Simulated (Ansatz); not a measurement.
# Molecular dynamics of SrTiO3

Input:

```yaml
accuracy: low
crystal:
  lattice:
    - [5.52233, 0.0, 0.0]
    - [0.0, 5.52233, 0.0]
    - [0.0, 0.0, 7.845264]
  atoms:
    - { symbol: Sr, position: [0.0, 0.5, 0.25] }
    - { symbol: Sr, position: [0.5, 0.0, 0.25] }
    - { symbol: Ti, position: [0.0, 0.0, 0.0] }
    - { symbol: Ti, position: [0.0, 0.0, 0.5] }
    - { symbol: O, position: [0.7709574, 0.2709575, 0.5] }
    - { symbol: O, position: [0.2290426, 0.2709574, 0.0] }
    - { symbol: O, position: [0.2709575, 0.2290425, 0.5] }
    - { symbol: O, position: [0.7290426, 0.2290426, 0.0] }
    - { symbol: O, position: [0.0, 0.0, 0.75] }
    - { symbol: O, position: [0.0, 0.0, 0.25] }
    - { symbol: Sr, position: [0.5, 0.0, 0.75] }
    - { symbol: Sr, position: [0.0, 0.5, 0.75] }
    - { symbol: Ti, position: [0.5, 0.5, 0.5] }
    - { symbol: Ti, position: [0.5, 0.5, 0.0] }
    - { symbol: O, position: [0.2709574, 0.7709574, 0.0] }
    - { symbol: O, position: [0.7290426, 0.7709574, 0.5] }
    - { symbol: O, position: [0.7709574, 0.7290426, 0.0] }
    - { symbol: O, position: [0.2290426, 0.7290426, 0.5] }
    - { symbol: O, position: [0.5, 0.5, 0.25] }
    - { symbol: O, position: [0.5, 0.5, 0.75] }
basis:
  ecutwfc: 500.0
kpoints:
  mp_grid: { grid: [2, 2, 2] }
hamiltonian:
  xc: r2scan
  pseudopotentials: { kind: paw, azcp: { folder: soft_1 } }
scf:
  occupations: { method: fermi_dirac, width: 0.36 }
  lower_state_search: "off"
md:
  timestep: 0.75
  n_steps: 90
  ensemble: nvt_langevin
  temperature: 4200.0
  initial_velocities: maxwell_boltzmann
  seed: 202498
  friction: 0.02
```

Launched with:

```bash
$ ansatz run input.yaml --threads 2 --pin off --max-ram 5120MiB --backend cpu --events-out ev --progress --plain --runs-dir out
```

It starts from a structure without forces on its atoms.

Output, in part (step lines):

```
md step     0: t =     0.00 fs  T =  3990.0 K  F+E_penalty+E_count = -31098.80451304 eV  E_kin = 10.314948 eV  (11 SCF iters)
md step     1: t =     0.75 fs  T =  3895.0 K  F+E_penalty+E_count = -31098.78008102 eV  E_kin = 10.069245 eV  (9 SCF iters)
md step     2: t =     1.50 fs  T =  3969.3 K  F+E_penalty+E_count = -31098.70746834 eV  E_kin = 10.261322 eV  (9 SCF iters)
md step     3: t =     2.25 fs  T =  3638.3 K  F+E_penalty+E_count = -31098.58748480 eV  E_kin = 9.405731 eV  (9 SCF iters)
md step     4: t =     3.00 fs  T =  3585.6 K  F+E_penalty+E_count = -31098.42087062 eV  E_kin = 9.269373 eV  (9 SCF iters)
md step     5: t =     3.75 fs  T =  3457.9 K  F+E_penalty+E_count = -31098.20509411 eV  E_kin = 8.939272 eV  (7 SCF iters)
md step     6: t =     4.50 fs  T =  3420.1 K  F+E_penalty+E_count = -31097.93984473 eV  E_kin = 8.841764 eV  (7 SCF iters)
md step     7: t =     5.25 fs  T =  3396.6 K  F+E_penalty+E_count = -31097.63253772 eV  E_kin = 8.780854 eV  (7 SCF iters)
md step     8: t =     6.00 fs  T =  3182.7 K  F+E_penalty+E_count = -31097.30273894 eV  E_kin = 8.227791 eV  (7 SCF iters)
md step     9: t =     6.75 fs  T =  3141.5 K  F+E_penalty+E_count = -31096.95539556 eV  E_kin = 8.121387 eV  (7 SCF iters)
md step    10: t =     7.50 fs  T =  3247.0 K  F+E_penalty+E_count = -31096.56685893 eV  E_kin = 8.394249 eV  (9 SCF iters)
md step    11: t =     8.25 fs  T =  3035.5 K  F+E_penalty+E_count = -31096.13315488 eV  E_kin = 7.847439 eV  (7 SCF iters)
md step    12: t =     9.00 fs  T =  2898.2 K  F+E_penalty+E_count = -31095.67151752 eV  E_kin = 7.492457 eV  (7 SCF iters)
md step    13: t =     9.75 fs  T =  2639.2 K  F+E_penalty+E_count = -31095.20306256 eV  E_kin = 6.822901 eV  (7 SCF iters)
md step    14: t =    10.50 fs  T =  2502.3 K  F+E_penalty+E_count = -31094.74297332 eV  E_kin = 6.469074 eV  (7 SCF iters)
md step    15: t =    11.25 fs  T =  2289.3 K  F+E_penalty+E_count = -31094.31071783 eV  E_kin = 5.918369 eV  (7 SCF iters)
md step    16: t =    12.00 fs  T =  2063.9 K  F+E_penalty+E_count = -31093.93745324 eV  E_kin = 5.335584 eV  (7 SCF iters)
md step    17: t =    12.75 fs  T =  1876.7 K  F+E_penalty+E_count = -31093.63875976 eV  E_kin = 4.851699 eV  (7 SCF iters)
md step    18: t =    13.50 fs  T =  1676.9 K  F+E_penalty+E_count = -31093.42468808 eV  E_kin = 4.335113 eV  (7 SCF iters)
md step    19: t =    14.25 fs  T =  1632.9 K  F+E_penalty+E_count = -31093.30220149 eV  E_kin = 4.221275 eV  (7 SCF iters)
md step    20: t =    15.00 fs  T =  1696.1 K  F+E_penalty+E_count = -31093.23452290 eV  E_kin = 4.384799 eV  (8 SCF iters)
md step    21: t =    15.75 fs  T =  1508.8 K  F+E_penalty+E_count = -31093.19243232 eV  E_kin = 3.900570 eV  (7 SCF iters)
md step    22: t =    16.50 fs  T =  1556.1 K  F+E_penalty+E_count = -31093.20775429 eV  E_kin = 4.022875 eV  (7 SCF iters)
md step    23: t =    17.25 fs  T =  1673.5 K  F+E_penalty+E_count = -31093.27426362 eV  E_kin = 4.326282 eV  (7 SCF iters)
md step    24: t =    18.00 fs  T =  1774.6 K  F+E_penalty+E_count = -31093.35622102 eV  E_kin = 4.587570 eV  (7 SCF iters)
md step    25: t =    18.75 fs  T =  2019.1 K  F+E_penalty+E_count = -31093.44632737 eV  E_kin = 5.219701 eV  (7 SCF iters)
md step    26: t =    19.50 fs  T =  2131.9 K  F+E_penalty+E_count = -31093.54867334 eV  E_kin = 5.511483 eV  (7 SCF iters)
md step    27: t =    20.25 fs  T =  2092.9 K  F+E_penalty+E_count = -31093.66255660 eV  E_kin = 5.410585 eV  (7 SCF iters)
md step    28: t =    21.00 fs  T =  2331.2 K  F+E_penalty+E_count = -31093.78936358 eV  E_kin = 6.026500 eV  (7 SCF iters)
md step    29: t =    21.75 fs  T =  2346.9 K  F+E_penalty+E_count = -31093.92275385 eV  E_kin = 6.067269 eV  (7 SCF iters)
md step    30: t =    22.50 fs  T =  2420.7 K  F+E_penalty+E_count = -31094.05386904 eV  E_kin = 6.258058 eV  (9 SCF iters)
md step    31: t =    23.25 fs  T =  2362.5 K  F+E_penalty+E_count = -31094.16316777 eV  E_kin = 6.107553 eV  (8 SCF iters)
md step    32: t =    24.00 fs  T =  2517.2 K  F+E_penalty+E_count = -31094.24696346 eV  E_kin = 6.507419 eV  (7 SCF iters)
md step    33: t =    24.75 fs  T =  2682.5 K  F+E_penalty+E_count = -31094.32150340 eV  E_kin = 6.934853 eV  (7 SCF iters)
md step    34: t =    25.50 fs  T =  2850.3 K  F+E_penalty+E_count = -31094.38222642 eV  E_kin = 7.368532 eV  (7 SCF iters)
md step    35: t =    26.25 fs  T =  3033.2 K  F+E_penalty+E_count = -31094.40725715 eV  E_kin = 7.841507 eV  (8 SCF iters)
md step    36: t =    27.00 fs  T =  2953.2 K  F+E_penalty+E_count = -31094.39294742 eV  E_kin = 7.634512 eV  (7 SCF iters)
md step    37: t =    27.75 fs  T =  3026.9 K  F+E_penalty+E_count = -31094.33770212 eV  E_kin = 7.825134 eV  (7 SCF iters)
md step    38: t =    28.50 fs  T =  3183.2 K  F+E_penalty+E_count = -31094.22075020 eV  E_kin = 8.229218 eV  (7 SCF iters)
md step    39: t =    29.25 fs  T =  2899.8 K  F+E_penalty+E_count = -31094.03704809 eV  E_kin = 7.496665 eV  (7 SCF iters)
md step    40: t =    30.00 fs  T =  3029.2 K  F+E_penalty+E_count = -31093.80712183 eV  E_kin = 7.831179 eV  (10 SCF iters)
md step    41: t =    30.75 fs  T =  2784.9 K  F+E_penalty+E_count = -31093.57971842 eV  E_kin = 7.199617 eV  (8 SCF iters)
md step    42: t =    31.50 fs  T =  2988.5 K  F+E_penalty+E_count = -31093.36742977 eV  E_kin = 7.725889 eV  (7 SCF iters)
md step    43: t =    32.25 fs  T =  2813.2 K  F+E_penalty+E_count = -31093.15444778 eV  E_kin = 7.272766 eV  (7 SCF iters)
md step    44: t =    33.00 fs  T =  2684.8 K  F+E_penalty+E_count = -31092.94649372 eV  E_kin = 6.940733 eV  (8 SCF iters)
md step    45: t =    33.75 fs  T =  2698.1 K  F+E_penalty+E_count = -31092.73216102 eV  E_kin = 6.975005 eV  (8 SCF iters)
md step    46: t =    34.50 fs  T =  2559.7 K  F+E_penalty+E_count = -31092.52254381 eV  E_kin = 6.617400 eV  (7 SCF iters)
md step    47: t =    35.25 fs  T =  2516.8 K  F+E_penalty+E_count = -31092.35753276 eV  E_kin = 6.506317 eV  (7 SCF iters)
md step    48: t =    36.00 fs  T =  2810.3 K  F+E_penalty+E_count = -31092.25650500 eV  E_kin = 7.265296 eV  (7 SCF iters)
md step    49: t =    36.75 fs  T =  2593.4 K  F+E_penalty+E_count = -31092.22527517 eV  E_kin = 6.704334 eV  (7 SCF iters)
md step    50: t =    37.50 fs  T =  2447.3 K  F+E_penalty+E_count = -31092.26193139 eV  E_kin = 6.326730 eV  (9 SCF iters)
md step    51: t =    38.25 fs  T =  2661.1 K  F+E_penalty+E_count = -31092.33164506 eV  E_kin = 6.879588 eV  (8 SCF iters)
md step    52: t =    39.00 fs  T =  2619.8 K  F+E_penalty+E_count = -31092.39319489 eV  E_kin = 6.772740 eV  (8 SCF iters)
md step    53: t =    39.75 fs  T =  2586.3 K  F+E_penalty+E_count = -31092.41920092 eV  E_kin = 6.686098 eV  (7 SCF iters)
md step    54: t =    40.50 fs  T =  2548.6 K  F+E_penalty+E_count = -31092.40357151 eV  E_kin = 6.588748 eV  (7 SCF iters)
md step    55: t =    41.25 fs  T =  2794.7 K  F+E_penalty+E_count = -31092.34106159 eV  E_kin = 7.224978 eV  (7 SCF iters)
md step    56: t =    42.00 fs  T =  2855.0 K  F+E_penalty+E_count = -31092.23027786 eV  E_kin = 7.380706 eV  (7 SCF iters)
md step    57: t =    42.75 fs  T =  3033.7 K  F+E_penalty+E_count = -31092.10186233 eV  E_kin = 7.842716 eV  (8 SCF iters)
md step    58: t =    43.50 fs  T =  3023.9 K  F+E_penalty+E_count = -31091.94076992 eV  E_kin = 7.817490 eV  (7 SCF iters)
md step    59: t =    44.25 fs  T =  3173.7 K  F+E_penalty+E_count = -31091.73297169 eV  E_kin = 8.204639 eV  (8 SCF iters)
md step    60: t =    45.00 fs  T =  3241.5 K  F+E_penalty+E_count = -31091.50383464 eV  E_kin = 8.379922 eV  (10 SCF iters)
md step    61: t =    45.75 fs  T =  3037.1 K  F+E_penalty+E_count = -31091.27335716 eV  E_kin = 7.851411 eV  (8 SCF iters)
md step    62: t =    46.50 fs  T =  2774.1 K  F+E_penalty+E_count = -31091.04194743 eV  E_kin = 7.171478 eV  (7 SCF iters)
md step    63: t =    47.25 fs  T =  2967.8 K  F+E_penalty+E_count = -31090.81091834 eV  E_kin = 7.672253 eV  (7 SCF iters)
md step    64: t =    48.00 fs  T =  2992.1 K  F+E_penalty+E_count = -31090.56634450 eV  E_kin = 7.735150 eV  (8 SCF iters)
md step    65: t =    48.75 fs  T =  2935.9 K  F+E_penalty+E_count = -31090.29448689 eV  E_kin = 7.589826 eV  (7 SCF iters)
md step    66: t =    49.50 fs  T =  2878.2 K  F+E_penalty+E_count = -31090.02049849 eV  E_kin = 7.440639 eV  (7 SCF iters)
md step    67: t =    50.25 fs  T =  2833.5 K  F+E_penalty+E_count = -31089.75692182 eV  E_kin = 7.325245 eV  (8 SCF iters)
md step    68: t =    51.00 fs  T =  2572.9 K  F+E_penalty+E_count = -31089.52557882 eV  E_kin = 6.651353 eV  (7 SCF iters)
md step    69: t =    51.75 fs  T =  2624.5 K  F+E_penalty+E_count = -31089.33120881 eV  E_kin = 6.784970 eV  (7 SCF iters)
md step    70: t =    52.50 fs  T =  2806.0 K  F+E_penalty+E_count = -31089.15174403 eV  E_kin = 7.253995 eV  (10 SCF iters)
md step    71: t =    53.25 fs  T =  2903.5 K  F+E_penalty+E_count = -31089.02136192 eV  E_kin = 7.506091 eV  (7 SCF iters)
md step    72: t =    54.00 fs  T =  2688.8 K  F+E_penalty+E_count = -31088.95101258 eV  E_kin = 6.951073 eV  (7 SCF iters)
md step    73: t =    54.75 fs  T =  2778.0 K  F+E_penalty+E_count = -31088.93051639 eV  E_kin = 7.181571 eV  (8 SCF iters)
md step    74: t =    55.50 fs  T =  3122.8 K  F+E_penalty+E_count = -31088.95491907 eV  E_kin = 8.073076 eV  (8 SCF iters)
md step    75: t =    56.25 fs  T =  3565.0 K  F+E_penalty+E_count = -31089.02351798 eV  E_kin = 9.216258 eV  (8 SCF iters)
md step    76: t =    57.00 fs  T =  3549.8 K  F+E_penalty+E_count = -31089.16376030 eV  E_kin = 9.176890 eV  (7 SCF iters)
md step    77: t =    57.75 fs  T =  3550.1 K  F+E_penalty+E_count = -31089.37944957 eV  E_kin = 9.177724 eV  (8 SCF iters)
md step    78: t =    58.50 fs  T =  3483.7 K  F+E_penalty+E_count = -31089.62053928 eV  E_kin = 9.006079 eV  (8 SCF iters)
md step    79: t =    59.25 fs  T =  3522.1 K  F+E_penalty+E_count = -31089.87196032 eV  E_kin = 9.105427 eV  (8 SCF iters)
md step    80: t =    60.00 fs  T =  3658.8 K  F+E_penalty+E_count = -31090.13368562 eV  E_kin = 9.458833 eV  (10 SCF iters)
md step    81: t =    60.75 fs  T =  3722.1 K  F+E_penalty+E_count = -31090.38360070 eV  E_kin = 9.622488 eV  (7 SCF iters)
md step    82: t =    61.50 fs  T =  3996.0 K  F+E_penalty+E_count = -31090.60484692 eV  E_kin = 10.330447 eV  (7 SCF iters)
md step    83: t =    62.25 fs  T =  4460.0 K  F+E_penalty+E_count = -31090.79881633 eV  E_kin = 11.529982 eV  (8 SCF iters)
md step    84: t =    63.00 fs  T =  4759.4 K  F+E_penalty+E_count = -31090.94558254 eV  E_kin = 12.304045 eV  (8 SCF iters)
md step    85: t =    63.75 fs  T =  4698.7 K  F+E_penalty+E_count = -31091.02973103 eV  E_kin = 12.147204 eV  (7 SCF iters)
md step    86: t =    64.50 fs  T =  4868.2 K  F+E_penalty+E_count = -31091.04267797 eV  E_kin = 12.585246 eV  (7 SCF iters)
md step    87: t =    65.25 fs  T =  4724.0 K  F+E_penalty+E_count = -31090.98085489 eV  E_kin = 12.212447 eV  (8 SCF iters)
md step    88: t =    66.00 fs  T =  4582.9 K  F+E_penalty+E_count = -31090.86026481 eV  E_kin = 11.847821 eV  (7 SCF iters)
md step    89: t =    66.75 fs  T =  4597.0 K  F+E_penalty+E_count = -31090.68410008 eV  E_kin = 11.884244 eV  (7 SCF iters)
md step    90: t =    67.50 fs  T =  4516.2 K  F+E_penalty+E_count = -31090.46413678 eV  E_kin = 11.675345 eV  (10 SCF iters)
```

All steps were run. The mean temperature of the second half is 22 % below the set value. A run of 0.068 ps of so small a system gives no equilibrium averages. Limits of this set-up: coarse k mesh, low accuracy level.

Mean squared displacements from the first frame to the last, about the centre of mass: Sr 0.09 Å², Ti 0.06 Å², O 0.20 Å².

Last frame:

```xyz
20
Lattice="5.5223 0.0000 0.0000 0.0000 5.5223 0.0000 0.0000 0.0000 7.8453" Properties=species:S:1:pos:R:3
Sr -0.490 2.724 1.861
Sr 2.725 0.114 1.737
Ti 0.070 -0.173 -0.053
Ti 0.063 0.054 3.728
O 4.196 1.285 4.287
O 1.144 1.405 -0.067
O 1.603 1.042 4.012
O 3.855 1.472 0.164
O 0.507 -0.110 6.035
O -0.017 0.161 1.825
Sr 2.779 0.108 5.573
Sr -0.021 2.759 5.986
Ti 2.562 2.872 4.147
Ti 2.702 2.699 0.192
O 1.055 4.000 0.281
O 3.824 4.638 3.621
O 3.901 4.166 0.088
O 0.869 3.383 4.056
O 2.736 2.758 2.472
O 2.249 2.679 5.975
```

Time of the run: 25 min on 2 threads of Arm Neoverse V1 (shared host), peak memory 1.2 GiB.
